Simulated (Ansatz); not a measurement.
The first iterations of a band of a periodic cell of 17 atoms, InW$_{8}$C$_{8}$ (surface WC(001), adsorbate In).

All numbers below come from Ansatz 0.2.0, DFT PBEsol, scalar-relativistic, plane waves, PAW. Settings: PAW set soft_1, cutoff 420 eV, k mesh 5x5x1, fermi-dirac smearing 0.1 eV, no spin polarisation.

```
movable images  : 3
climbing image  : yes
spring          : 10.0 eV/Å²
optimiser       : fire
start path      : straight line
force threshold : 0.05 eV/Å
iteration limit : 57
end points      : relaxed
atoms held      : 1, 5, 9, 13
```

Image 0:

```xyz
17
Lattice="5.7298 0.0000 0.0000 -2.8649 4.9621 0.0000 0.0000 0.0000 16.2145" Properties=species:S:1:pos:R:3
W 0.000 0.000 1.000
C 1.433 0.826 2.319
W 0.003 -0.002 3.842
C 1.432 0.847 5.035
W -1.432 2.481 1.000
C 0.000 3.308 2.319
W -1.433 2.485 3.842
C 0.017 3.298 5.035
W 2.865 0.000 1.000
C 4.297 0.827 2.316
W 2.862 -0.002 3.842
C 4.297 0.827 4.957
W 1.432 2.481 1.000
C 2.866 3.308 2.319
W 1.432 2.481 3.866
C 2.848 3.298 5.035
In -1.433 4.135 6.697
```

Image 4:

Only the atoms that move by more than 0.05 Å are listed.
```
C4 1.432 0.827 4.957
C12 4.297 0.847 5.035
In17 1.432 4.135 6.697
```

| iteration | highest image above the first end (eV) | largest band force component (eV/Å) |
| --- | --- | --- |
| 1 | 1.430 | 5.678 |
| 2 | 0.781 | 2.142 |
| 3 | 0.667 | 1.962 |
| 4 | 0.638 | 1.707 |
| 5 | 0.596 | 1.258 |
| 6 | 0.560 | 0.713 |
| 7 | 0.541 | 0.563 |
| 8 | 0.532 | 0.613 |
| 9 | 0.525 | 0.646 |
| 10 | 0.512 | 0.652 |
| 11 | 0.493 | 0.623 |
| 12 | 0.474 | 0.560 |
| 13 | 0.458 | 0.478 |

Question: Does the band converge within its limit, and where does its top end?

Answer: The run converged. It ended after 41 iterations with the highest image 0.261 eV above the first end. By the program's own check the climbing image is of a kind that is not told: the force calls were inconclusive, a negative curvature could not be distinguished from the path's own, the only one lies far off the path, or fixed occupations may fill a level only in part (lowest curvatures found: 0.80 and 0.94 eV/Å²). Limits of this set-up: coarse k mesh, thin slab, slab without dipole correction, odd electron count without spin, PAW files made for another functional.

Run time: 56 min on 4 threads of Arm Neoverse V1, on a shared host, peak memory 2.8 GiB.
